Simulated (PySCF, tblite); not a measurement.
**C₇H₁₂N radical: geometry, infrared bands and EPR parameters**

Wanted: the infrared bands and EPR parameters of C₇H₁₂N radical (`[CH2][C@@H](CC#N)CCC`), by calculation.

The runs use tblite 0.8.0 and PySCF 2.14.0, with density-fitted response routines of our own; the level of theory stands in each step. All values are computed, except where a source is named. Atoms are numbered from 0 throughout.

### 1 The molecule as given

20 atoms, charge 0, multiplicity 2; geometry from: force field or distance geometry start.

Bonds of the start (Å): C0–C1 1.52, C1–C2 1.52, C2–C3 1.49, C3–N4 1.14, C1–C5 1.54, C5–C6 1.54, C6–C7 1.53, C0–H8 1.09, C0–H9 1.09, C1–H10 1.09, C2–H11 1.11, C2–H12 1.11, C5–H13 1.10, C5–H14 1.11, C6–H15 1.11, C6–H16 1.09, C7–H17 1.09, C7–H18 1.09, C7–H19 1.10.

### 2 Optimising the geometry with GFN2-xTB

The job: settings as JSON, then the geometry in Å.

```
{"job": {"kind": "relax", "xc": "GFN2-xTB", "basis": "xTB"}, "charge": 0, "multiplicity": 2}
C     -0.761400    -1.687500     0.960900
C     -0.908600    -0.613800    -0.100700
C     -2.284800     0.031500     0.021100
C     -2.611300     0.860300    -1.171100
N     -2.861600     1.496700    -2.086300
C      0.222700     0.426200     0.023200
C      1.622200    -0.163100    -0.215600
C      2.703600     0.912500    -0.153100
H     -0.495100    -1.434500     1.982800
H     -1.074000    -2.705100     0.746200
H     -0.819900    -1.112300    -1.070800
H     -3.068500    -0.743600     0.116500
H     -2.360400     0.653900     0.932600
H      0.069200     1.225100    -0.710700
H      0.194900     0.909900     1.017700
H      1.845100    -0.927400     0.553900
H      1.654900    -0.652900    -1.188600
H      2.528700     1.665200    -0.924200
H      3.683100     0.468200    -0.322800
H      2.716100     1.401400     0.826700
```

Launch:

```sh
$ OMP_NUM_THREADS=1 python probes_run.py task.json out
```

The driver reads the jobs from task.json and runs them one after another.

**Question.** This job is followed by: GFN2-xTB harmonic vibrations, gas phase; UKS B3LYP, pcH-1 on C H N, non-relativistic, mean-field spin-orbit, GIAO. Predict these results of the whole session: strongest single infrared mode (GFN2-xTB); zero-point energy (GFN2-xTB); g(iso) (B3LYP); ⟨S²⟩; largest a(iso) (averaged by class); potential on the surface of density 0.002 e/bohr³, 1st and 99th percentile.

As calculated:

| quantity | value |
| --- | --- |
| strongest single infrared mode (GFN2-xTB) | 2400 cm⁻¹, 244 km/mol |
| zero-point energy (GFN2-xTB) | 106.8 kcal/mol |
| g(iso) (B3LYP) | 2.00258 |
| ⟨S²⟩ | 0.754 (exact 0.75) |
| largest a(iso) (averaged by class) | 13C on C2, 105.1 MHz |
| potential on the surface of density 0.002 e/bohr³, 1st and 99th percentile | -1.82 V and 1.22 V |

**Reading.** The optimisation took 59 steps and gained 0.135 eV; among the close pairs (by a distance rule), C2–C3 changed most, from 1.488 to 1.435 Å. No mode is imaginary among the 54: a minimum at this level. The strongest single mode, at 2400 cm⁻¹, moves mainly C3 and N4. Unscaled tight-binding wavenumbers are off by several per cent, some by more. Its intensities can rank the bands wrongly. C0 carries the largest spin population, 1.08 e. The isotropic g lies 0.3 ppt above the free-electron value. These values are for one conformer; the search (at its own cheap level) found 2 more, at 0.01, 0.76 kcal/mol (those within 0.05 may be mirror or relabelled copies), and measured spectra average over such forms.
